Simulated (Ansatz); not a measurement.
# RuNH (singlet): from Hartree-Fock to the top rungs, def2-SVP

The task here is to estimate one member of a computed series from the others.

The runs use Ansatz 0.2.0, Gaussian basis; def2-SVP, core rule «outside noble gas», up to 5 orbitals frozen.

To be run: UHF; CCSD(T) on RHF; CCSD(T) on UHF; CISD; CCSDT(Q) on RHF; CCSDT(Q) on UHF.

11 further runs of the same task are left out: 5 that didn't finish, 6 set aside as unsound or not needed.

### What is computed

The geometry is a PBE0/def2-TZVP stationary point (not a proven minimum). No spin-orbit coupling is included. Elements past krypton take def2 core potentials.

3 atoms, charge 0, spin multiplicity 1.

Atoms are counted from 1 here; the program's logs count them from 0.

Bond lengths: Ru1–N2 1.639 Å, N2–H3 1.031 Å. Angles: Ru1–N2–H3 149.8°.

The first run:

Contents of in.yaml:

```yaml
crystal:
  periodic: [false, false, false]
  atoms:
    - {symbol: Ru, position_ang: [0.000000, -0.096028, 1.397129]}
    - {symbol: N, position_ang: [0.000000, -0.186431, -0.239279]}
    - {symbol: H, position_ang: [0.000000, 0.282460, -1.157849]}
basis:
  gaussian: {orbitals: def2-SVP}
magnetization: {spin_polarized: true, initial_magnetization: 0}
hamiltonian: {xc: hf}
output: {orbitals: {seedname: orbitals}}
```

Run with:

```
> ansatz run in.yaml --threads 1 --pin off --events-out ev --progress --plain --max-ram 2393MiB
```

Steps of the session up to this table: UHF; CCSD(T) on RHF; CCSD(T) on UHF; CISD; CCSDT(Q) on RHF; CCSDT(Q) on UHF.

One of the session's tables, all rows but one given; the rest of the session is left out.

| method | from RCCSDT(Q) (meV) |
| --- | --- |
| RHF | +12137.4 |
| RMP2 | +545.0 |
| UMP2 | +663.8 |
| RCCSD | +844.3 |
| UCCSD | +799.2 |
| RCCSD(T) | +143.3 |
| UCCSD(T) | +169.5 |
| RCCSDT | ? |
| UCCSDT | +87.9 |
| RCCSDT(Q) | 0 |
| UCCSDT(Q) | -27.5 |

Q: Estimate the row for RCCSDT from the others.

As computed: from RCCSDT(Q) (meV): +122.6. In the column «from RCCSDT(Q) (meV)» it lies between UCCSDT (+87.9) and RCCSD(T) (+143.3).

Not comparable, so not listed: CISD (they don't share determinant, frozen orbitals or solution with the rows shown, or repeat one).

Left out of the table: UHF (another determinant or state than the rows shown).

Caveats from the session: The determinant is far from a pure spin state, so its energy mixes those of several spin states (harmless only where they are near-degenerate, as at dissociation). The program flags UCCSDT(Q) as in doubt, so those rows may rest on another solution; read them beside their warnings. Warnings: restricted reference is unstable; spin contamination; coupled cluster took another determinant than the lowest; large T1 diagnostic. Restricted and unrestricted rows rest on different reference determinants; where their highest levels disagree by more than a few hundredths of an eV, they describe different states and don't form one ladder.
